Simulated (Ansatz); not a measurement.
# Mg3CdF8: the band gap up the ladder of functionals

One table from this session's results is given with a row withheld; the runs are named, their logs left out.

Code: Ansatz 0.2.0. PAW datasets, plane waves. Note: simulated data, non-magnetic, for a generated structure that need not be the stable one.

## The cell

The cell was relaxed beforehand with r2SCAN.

Space group Cmmm (No. 65), orthorhombic; a = 7.124 Å, b = 10.160 Å, c = 3.565 Å in the conventional setting, 10.75 Å³ an atom. Around Cd lie 8 F at 2.28 Å; around F lie 4 Mg at 2.16–2.21 Å and 6 F at 2.44–2.46 Å; around F lie 2 Mg at 2.10 Å and 2 Cd at 2.28 Å; around Mg lie 8 F at 2.10–2.21 Å; around F lie 3 Mg at 2.14–2.17 Å and 1 Cd at 2.28 Å and 3 F at 2.46 Å.

The structure in full:

```cif
data_structure
_symmetry_space_group_name_H-M 'Cmmm'
_symmetry_Int_Tables_number 65
_cell_length_a 7.1244
_cell_length_b 10.1599
_cell_length_c 3.5654
_cell_angle_alpha 90.000
_cell_angle_beta 90.000
_cell_angle_gamma 90.000
_cell_volume 258.08
loop_
_atom_site_label
_atom_site_type_symbol
_atom_site_symmetry_multiplicity
_atom_site_Wyckoff_symbol
_atom_site_fract_x
_atom_site_fract_y
_atom_site_fract_z
_atom_site_occupancy
Cd1 Cd 2 a 0.00000 0.00000 0.00000 1
F1 F 4 j 0.50000 0.12052 0.50000 1
F2 F 4 j 0.50000 0.36027 0.50000 1
Mg1 Mg 4 f 0.25000 0.75000 0.50000 1
F3 F 8 p 0.73771 0.87074 0.00000 1
Mg2 Mg 2 b 0.50000 0.00000 0.00000 1
```

Set-up of the first run:

input.yaml reads:

```yaml
crystal:
  lattice:
    - [3.5621943481, -5.079973684, 0.0]
    - [3.5621943481, 5.079973684, 0.0]
    - [0.0, 0.0, 3.5653894263]
  atoms:
    - { symbol: Cd, position: [0.0, 0.0, 0.0] }
    - { symbol: F, position: [0.3794828575, 0.6205171425, 0.5] }
    - { symbol: F, position: [0.1397310769, 0.8602689231, 0.5] }
    - { symbol: Mg, position: [0.5, 0.0, 0.5] }
    - { symbol: F, position: [0.8669670478, 0.6084539281, 0.0] }
    - { symbol: F, position: [0.6084539281, 0.8669670478, 0.0] }
    - { symbol: Mg, position: [0.0, 0.5, 0.5] }
    - { symbol: F, position: [0.3915460719, 0.1330329522, 0.0] }
    - { symbol: F, position: [0.1330329522, 0.3915460719, 0.0] }
    - { symbol: Mg, position: [0.5, 0.5, 0.0] }
    - { symbol: F, position: [0.8602689231, 0.1397310769, 0.5] }
    - { symbol: F, position: [0.6205171425, 0.3794828575, 0.5] }
kpoints:
  mp_grid: { grid: [4, 4, 8] }
  band_path:
    path:
      - [[0.0, 0.0, 0.0], [-0.5, 0.5, -6.683570528476e-34], [-0.3729284212772, 0.6270715787228, 4.46877468158e-19]]
      - [[0.3729284212772, 0.3729284212772, 1.311491604807e-18], [0.0, 0.0, 0.0], [4.04831468398e-35, 3.446462950077e-35, 0.5], [0.3729284212772, 0.3729284212772, 0.5]]
      - [[-0.3729284212772, 0.6270715787228, 0.5], [-0.5, 0.5, 0.5], [-0.5, 0.5, -6.683570528476e-34]]
      - [[0.0, 0.0, 0.0], [-4.301549378252e-17, 0.5, 8.791845364825e-19], [-4.213810124781e-17, 0.5, 0.5], [4.04831468398e-35, 3.446462950077e-35, 0.5], [-0.5, 0.5, 0.5]]
    npoints: 10
hamiltonian:
  xc: pbe
scf:
  occupations: { method: fermi_dirac, width: 0.02 }
  n_extra_bands: 7
output:
  forces: true
  stress: true
  eigenvalues: true
```

Among the steps run: PBE bands along the symmetry lines; r2SCAN at the same geometry; HSE06; PBE+SOC; PBE0 at the same geometry.

One of the session's tables, all rows but one given; the rest of the session is left out.

```
  level  gap (eV)
    PBE      4.86
 r2SCAN      5.60
  HSE06      7.03
PBE+SOC      4.86
   PBE0         ?
```

Estimate the missing values for PBE0.

As computed: gap (eV): 7.79. In the column «gap (eV)» it is the highest.

Meshes: PBE 4×4×8, r2SCAN 4×4×8, HSE06 4×4×4, PBE+SOC 4×4×8, PBE0 4×4×4

The gap runs from 4.86 eV (PBE+SOC) to 7.79 eV (PBE0). Against HSE06, PBE is short by 2.17 eV, at 69 % of it, and r2SCAN 80 %. PBE0 lies 0.76 eV above HSE06, which differs from it by screening the long-range exchange.

To keep in mind: Warnings in the runs' records: stress exchange threshold loose, stress scf threshold loose.
